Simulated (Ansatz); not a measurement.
BaTiO₃, space group Pm-3m, a relaxation of cell and ions

Computed with Ansatz 0.2.0 through its Python package.

The cells in order, each with its output:

In [1]:
```python
from pathlib import Path

import ansatz as az
from ase import Atoms
from ase.data import atomic_numbers
from ase.neighborlist import neighbor_list
import numpy as np
import spglib
```

In [2]:
```python
def edges_and_angles(cell):
    cell = np.asarray(cell)
    a, b, c = np.linalg.norm(cell, axis=1)
    cosines = cell[1] @ cell[2] / (b * c), cell[0] @ cell[2] / (a * c), cell[0] @ cell[1] / (a * b)
    return (a, b, c, *np.degrees(np.arccos(cosines)))

lattice = az.Lattice.of(
    [4.006, 0.0, 0.0],
    [0.0, 4.006, 0.0],
    [0.0, 0.0, 4.006],
)
sites = [
    ("Ba", [0.5, 0.5, 0.5]),
    ("Ti", [0.0, 0.0, 0.0]),
    ("O", [0.5, 0.0, 0.0]),
    ("O", [0.0, 0.5, 0.0]),
    ("O", [0.0, 0.0, 0.5]),
]
crystal = az.Crystal(lattice=lattice)
for symbol, position in sites:
    crystal = crystal.atom(symbol, position)
```

In [3]:
```python
len(crystal.resolved().sites)
```
Out [3]:
```text
5
```

In [4]:
```python
# every cell quantity that the symmetry leaves free
calculation = (
    crystal.calculation()
    .basis(450)
    .functional("pbe")
    .scf(tolerance=1e-09)
    .kpoints(4, 4, 4)
    .occupations(az.OccupationsMethod.GAUSSIAN)
    .relax(cell=True)
)
steps = []
```

In [5]:
```python
def follow(event):
    if event["event"] != "relax_step":
        return
    row = event["data"]
    steps.append(row)
    print(f"step {row['step']:3d}  E = {row['lagrangian_ev']:.5f} eV  largest force component = {row['allowed_force_max_ev_ang']:.4f} eV/A  P = {row['pressure_gpa']:.3f} GPa")
```

In [6]:
```python
res = calculation.session().plan(threads=1).execute(on_event=follow)
data = res.report

data["kweights"]
```
```text
DeckWarning: relax.cell: scf.convergence.dr2_threshold = 1e-9 eV is looser than the 5e-10 eV advised for a relaxation that steers and ends on the stress (1e-10 eV for each atom of the cell: 5). What an SCF threshold leaves in a stress goes as its square root, [...]
step   1  E = -10159.55935 eV  largest force component = 0.0000 eV/A  P = 1.695 GPa
step   2  E = -10159.56209 eV  largest force component = 0.0000 eV/A  P = -0.084 GPa
step   3  E = -10159.56213 eV  largest force component = 0.0000 eV/A  P = -0.001 GPa
step   4  E = -10159.56294 eV  largest force component = 0.0000 eV/A  P = 0.024 GPa
```
Out [6]:
```text
[0.015625, 0.09375, 0.046875, 0.1875, 0.1875, 0.046875, 0.125, 0.1875, 0.09375, 0.015625]
```

In [7]:
```python
res.unlabelled_reasons
```

In [8]:
```python
sorted(key for key in data if key.endswith("_ev"))
```
Out [8]:
```text
['energy_sigma0_ev', 'entropy_ts_ev', 'fermi_energy_ev', 'free_energy_ev', 'gap_by_band_count_ev',
 'harris_foulkes_ev', 'internal_energy_ev', 'lagrangian_above_aufbau_ev', 'lagrangian_ev',
 'lagrangian_sigma0_ev']
```

In [9]:
```python
first, last = steps[0], steps[-1]
symbols = [site.symbol for site in res.lattice.sites]
print(f"energy gained {first['lagrangian_ev'] - last['lagrangian_ev']:.4f} eV in {len(steps) - 1} steps")
for label, vectors in (("before", first["cell_ang"]), ("after", res.lattice.cell_ang)):
    print(label, "a b c (A) {:.4f} {:.4f} {:.4f}  angles {:.2f} {:.2f} {:.2f}".format(*edges_and_angles(vectors)), f" V = {abs(np.linalg.det(vectors)):.3f} A^3")
print("final stress xx yy zz (GPa, compression positive):", np.round(np.diag(data["stress_gpa"]), 3) + 0.0)
```
```text
energy gained 0.0036 eV in 3 steps
before a b c (A) 4.0060 4.0060 4.0060  angles 90.00 90.00 90.00  V = 64.288 A^3
after a b c (A) 4.0194 4.0194 4.0194  angles 90.00 90.00 90.00  V = 64.937 A^3
final stress xx yy zz (GPa, compression positive): [0.024 0.024 0.024]
```

In [10]:
```python
change = np.array(last["positions_ang"]) @ np.linalg.inv(last["cell_ang"]) - np.array(first["positions_ang"]) @ np.linalg.inv(first["cell_ang"])
moved = np.linalg.norm(change @ np.array(last["cell_ang"]), axis=1)
print("displacement within the cell, strain taken out (A):", " ".join(f"{s}:{d:.3f}" for s, d in zip(symbols, moved)))
```
```text
displacement within the cell, strain taken out (A): Ba:0.000 Ti:0.000 O:0.000 O:0.000 O:0.000
```

In [11]:
```python
final = Atoms(symbols, positions=last["positions_ang"], cell=res.lattice.cell_ang, pbc=True)
i, j, d = neighbor_list("ijd", final, 4.5)
print("neighbours within 1.15 times the shortest distance of each atom (A)")
for atom in range(len(final)):
    near = [m for m in np.argsort(d) if i[m] == atom]
    shell = [m for m in near if d[m] < 1.15 * d[near[0]]]
    print(f"{symbols[atom]}{atom} ({len(shell)}):", ", ".join(f"{symbols[j[m]]} {d[m]:.3f}" for m in shell))
```
```text
neighbours within 1.15 times the shortest distance of each atom (A)
Ba0 (12): O 2.842, O 2.842, O 2.842, O 2.842, O 2.842, O 2.842, O 2.842, O 2.842, O 2.842, O 2.842, O 2.842, O 2.842
Ti1 (6): O 2.010, O 2.010, O 2.010, O 2.010, O 2.010, O 2.010
O2 (2): Ti 2.010, Ti 2.010
O3 (2): Ti 2.010, Ti 2.010
O4 (2): Ti 2.010, Ti 2.010
```

In [12]:
```python
fractions = [site.position_frac for site in res.lattice.sites]
numbers = [atomic_numbers[s] for s in symbols]
for tolerance in (1e-3, 1e-2, 1e-1):
    print(f"space group at {tolerance} A:", spglib.get_spacegroup((res.lattice.cell_ang, fractions, numbers), symprec=tolerance))

print("relaxed fractional positions")
for site in res.lattice.sites:
    print(f"  {site.symbol:2s}", " ".join(f"{v % 1:8.5f}" for v in np.round(site.position_frac, 5)))

print("%-22s %14.5f eV" % ("F = E - TS", data["free_energy_ev"]))
print("%-22s %14.5f eV" % ("E", data["internal_energy_ev"]))
print("%-22s %14.5f eV" % ("Harris-Foulkes", data["harris_foulkes_ev"]))
print("%-22s %14.5f eV" % ("Fermi level", data["fermi_energy_ev"]))
```
```text
space group at 0.001 A: Pm-3m (221)
space group at 0.01 A: Pm-3m (221)
space group at 0.1 A: Pm-3m (221)
relaxed fractional positions
  Ba  0.50000  0.50000  0.50000
  Ti  0.00000  0.00000  0.00000
  O   0.50000  0.00000  0.00000
  O   0.00000  0.50000  0.00000
  O   0.00000  0.00000  0.50000
F = E - TS               -10159.56294 eV
E                        -10159.56294 eV
Harris-Foulkes           -10159.56294 eV
Fermi level                  11.01335 eV
```

In [13]:
```python
lines = ["| quantity | value |", "|---|---|"]
lines.append(f"| free energy per atom | {data['free_energy_ev'] / len(res.lattice.sites):.4f} eV |")
lines.append(f"| Fermi level | {data['fermi_energy_ev']:.3f} eV |")
lines.append(f"| volume per atom | {data['setup']['cell_volume_ang3'] / len(res.lattice.sites):.3f} A^3 |")
lines.append(f"| valence electrons | {data['n_electrons']:g} |")
Path("summary.md").write_text("\n".join(lines) + "\n")
```
Out [13]:
```text
160
```

It writes `summary.md`:
```text
| quantity | value |
|---|---|
| free energy per atom | -2031.9126 eV |
| Fermi level | 11.013 eV |
| volume per atom | 12.987 A^3 |
| valence electrons | 40 |
```

Absolute energies stand on the zero of these potentials, so only differences at equal settings mean something. Spin is left out of this run. Semilocal gaps usually lie well under measured ones. Forces vanish by symmetry, so the ions can't move, and the end may be a saddle. Only differences from the Fermi energy are physical; the zero of the scale is a convention. Energies along a relaxation are free energies. Rows at an unchanged volume are solved on a plane-wave basis chosen afresh for that cell, so the energy can jump there; the script counts such rows among its steps. This is a high-temperature or high-pressure form, not the ambient phase. In a crystal with a gap the Fermi level's place inside it depends on smearing and mesh. The starting cell is as deposited in a crystallographic database; the results hold for this polymorph, which needn't be the stable one. Gaps and levels are Kohn-Sham values on a finite set of k-points, without spin-orbit coupling. Warnings are shown shortened and without file and line. It ran for 6.1 s on 1 thread of Arm Neoverse V1 (shared host), peak memory 0.44 GiB.
